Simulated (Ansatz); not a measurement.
# GaPNH (triplet): the correlation ladder at distance Ga1–N2 = 3.361 Å, cc-pVDZ

One table from this session's results is given with a row withheld; the runs are named, their logs left out.

Computed with Ansatz 0.2.0, Gaussian basis. Level: cc-pVDZ, core rule «outside noble gas», up to 20 orbitals frozen.

Plan: UHF; CCSD(T) on ROHF; CCSD(T) on UHF; BCCD(T) on ROHF; CISD; CCSDT(Q) on ROHF; CCSDT(Q) on UHF; CASSCF and MRCISD+Q, 4 electrons in 4 orbitals; CASSCF and NEVPT2, 4 electrons in 4 orbitals.

31 further runs of the same task are left out: 6 for a known fault of the program, 1 for a mislabelled method, 21 that didn't finish, 3 set aside as unsound or not needed.

## The system

The geometry derives from a PBE0/def2-TZVP stationary point (not a proven minimum). One bond is set to the value named and the two fragments are kept rigid. No spin-orbit coupling is included. The filled d shell of Ga may be among the frozen orbitals whatever the setting's name suggests; the logs give the count.

4 atoms, charge 0, spin multiplicity 3.

Atoms are counted from 1 here; the program's logs count them from 0.

Bond lengths: Ga1–H4 1.580 Å, N2–P3 1.530 Å.

The first run:

Input file in.yaml:

```yaml
crystal:
  periodic: [false, false, false]
  atoms:
    - {symbol: Ga, position_ang: [0.000021, -0.459971, 1.819585]}
    - {symbol: N, position_ang: [-0.000068, -0.110649, -1.523212]}
    - {symbol: P, position_ang: [-0.000011, -0.246136, -3.046954]}
    - {symbol: H, position_ang: [0.000057, 0.816756, 2.750581]}
basis:
  gaussian: {orbitals: cc-pVDZ}
magnetization: {spin_polarized: true, initial_magnetization: 2}
hamiltonian: {xc: hf}
output: {orbitals: {seedname: orbitals}}
```

On the command line:

```console
ansatz run in.yaml --threads 1 --pin off --events-out ev --progress --plain --max-ram 2393MiB
```

Among the steps run: UHF; CCSD(T) on ROHF; CCSD(T) on UHF; BCCD(T) on ROHF; CISD; CCSDT(Q) on ROHF; CCSDT(Q) on UHF; CASSCF and MRCISD+Q, 4 electrons in 4 orbitals; CASSCF and NEVPT2, 4 electrons in 4 orbitals.

One table of the session follows, with a row left open; its other results are not shown here.

It belongs to the step «Misses and costs». 

```
       method  from RCCSDT(Q) (meV)
         ROHF              +10113.5
          UHF               +9524.9
         RMP2                +927.1
         UMP2               +2588.4
         CISD               +1715.4
        RCCSD                +579.9
        UCCSD                +592.5
     RCCSD(T)                 +85.5
     UCCSD(T)                +160.2
      BCCD(T)                 +83.5
       RCCSDT                 +80.2
       UCCSDT                 +69.7
    RCCSDT(Q)                     0
    UCCSDT(Q)                 -11.5
  CASSCF pair                     ?
  NEVPT2 pair               +1160.1
  MRCISD pair               +1451.1
MRCISD+Q pair                +341.1
```

Q: Estimate the row for CASSCF pair from the others.

As computed: from RCCSDT(Q) (meV): +9157.9. In the column «from RCCSDT(Q) (meV)» it lies between UMP2 (+2588.4) and UHF (+9524.9).

Limits of these values: The determinant is far from a pure spin state, so its energy mixes those of several spin states (harmless only where they are near-degenerate, as at dissociation). Restricted and unrestricted rows rest on different reference determinants; where their highest levels disagree by more than a few hundredths of an eV, they describe different states and don't form one ladder.
